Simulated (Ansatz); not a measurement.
# Sn: the cost of one run

Computed with Ansatz 0.2.0 (DFT LDA, scalar-relativistic, unless a step's input says otherwise).

## 1. The system as given

The structure is cubic, space group Fd-3m (No. 227). Conventional cell: a = 6.491 Å, b = 6.491 Å, c = 6.491 Å, α = 90.00°, β = 90.00°, γ = 90.00°. Around Sn (site symmetry -43m) lie 4 Sn at 2.81 Å.

As a file:

```
CELL_PARAMETERS angstrom
0.00000 3.24560 3.24560
3.24560 0.00000 3.24560
3.24560 3.24560 0.00000
ATOMIC_POSITIONS crystal
Sn 0.50000 0.50000 0.50000
Sn 0.75000 0.75000 0.75000
```

Atoms are numbered in the order of the input: Sn1, Sn2.

## 2. After the deformation

Space group Fd-3m before, R-3m after.

## 3. All-electron LAPW

input.yaml reads:

```yaml
crystal:
  lattice:
    - [0.097368, 3.294284, 3.294284]
    - [3.294284, 0.097368, 3.294284]
    - [3.294284, 3.294284, 0.097368]
  atoms:
    - { symbol: Sn, position: [0.5, 0.5, 0.5] }
    - { symbol: Sn, position: [0.75, 0.75, 0.75] }
kpoints:
  mp_grid: { grid: [9, 9, 9] }
  band_path:
    path:
      - [0.0, 0.0, 0.0]
      - [0.5, 0.5, 0.5]
      - [0.2428775097, 0.5, 0.7571224903]
      - [-0.2428775097, 0.2428775097, 0.5]
      - [0.0, 0.0, 0.5]
      - [0.0, 0.0, 0.0]
      - [-0.3714387548, 0.0, 0.3714387548]
      - [0.0, 0.3714387548, 0.6285612452]
      - [0.0, 0.5, 0.5]
    npoints: 5
scf:
  occupations: { method: fermi_dirac, width: 0.03 }
hamiltonian:
  xc: lda
  pseudopotentials: { kind: all_electron, lapw: { basis_error: 0.00025 } }
output:
  forces: true
  stress: true
  eigenvalues: true
```

The run is started by

```bash
$ ansatz run input.yaml --threads 1 --pin off --max-ram 3072MiB --backend cpu --events-out ev --progress --plain --runs-dir out
```

**Question.** How long does this run take on 1 thread of Arm Neoverse V1, shared host, and how much memory does it need?

About 49 s, with a peak of 0.54 GiB.
